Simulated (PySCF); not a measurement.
**InH: from the state search to spectroscopic constants**

The task here is to estimate one member of a computed series from the others.

The runs use PySCF 2.14.0; In cc-pVDZ-PP with ECP28, H cc-pVDZ, scalar-relativistic core potentials.

Set-up of the first run:

The job is set up so:

```
atoms                         : In, H
charge                        : 0
basis                         : In cc-pVDZ-PP with ECP28, H cc-pVDZ
Hamiltonian                   : scalar-relativistic core potentials
basis functions               : 28
electrons treated             : 22
masses in u                   : 114.9039, 1.0078
levels                        : PBE0, PBE, r²SCAN, TPSS, B3LYP, M06-2X, HSE06, HF, MP2, SCS-MP2, CCSD, CCSD(T)
grid                          : 80 radial by 434 angular points
occupations                   : held fixed by the projection of orbital angular momentum
dissociation limit            : In + H, each in its ground configuration
starting distance in angstrom : 1.710
values of 2S to try           : 0, 2
```

Run with:

```console
$ OMP_NUM_THREADS=1 python dia.py task.json out
```

Among the steps run: Set-up; The PBE0 curve of the state that the search chose; Higher solutions at PBE0; PBE (GGA); r²SCAN; TPSS (meta-GGA); B3LYP; M06-2X; HSE06; RHF; MP2 and coupled cluster.

One table of the session follows, with a row left open; its other results are not shown here.

Energy (eV) from each level's lowest point:

| R (Å) | RHF | RHF-MP2 | RHF-SCS-MP2 | RHF-CCSD | RHF-CCSD(T) |
| --- | --- | --- | --- | --- | --- |
| 1.601 | 0.365 | 0.320 | 0.333 | n/a | n/a |
| 1.675 | 0.160 | 0.133 | 0.142 | 0.146 | 0.146 |
| 1.749 | 0.047 | 0.033 | 0.038 | 0.041 | 0.042 |
| 1.805 | 0.008 | 0.001 | 0.004 | 0.006 | 0.006 |
| 1.861 | 0.000 | 0.000 | 0.000 | 0.000 | 0.000 |
| 1.917 | ? | ? | ? | ? | ? |
| 1.991 | 0.073 | 0.083 | 0.077 | 0.070 | 0.069 |
| 2.084 | 0.179 | 0.194 | 0.184 | 0.170 | 0.167 |
| 2.196 | 0.346 | 0.363 | 0.349 | 0.324 | 0.319 |
| 2.345 | 0.607 | 0.625 | 0.605 | n/a | n/a |

**Question.** Estimate the row for R (Å) = 1.917.

Worked estimate for «RHF». A straight line through the neighbours (1.861, 0.000) and (1.991, 0.073) gives 0.000 + (0.073 − 0.000) × (1.917 − 1.861) / (1.991 − 1.861) = 0.031; a parabola fitted to 4 rows on both sides gives 0.020.

As computed: RHF: 0.018; RHF-MP2: 0.023; RHF-SCS-MP2: 0.020; RHF-CCSD: 0.018; RHF-CCSD(T): 0.017. In «RHF» the line misses by +0.013 and the parabola by +0.002.

State 2 has its PBE0 minimum 1.98 eV higher. The other levels ran on the lowest alone.
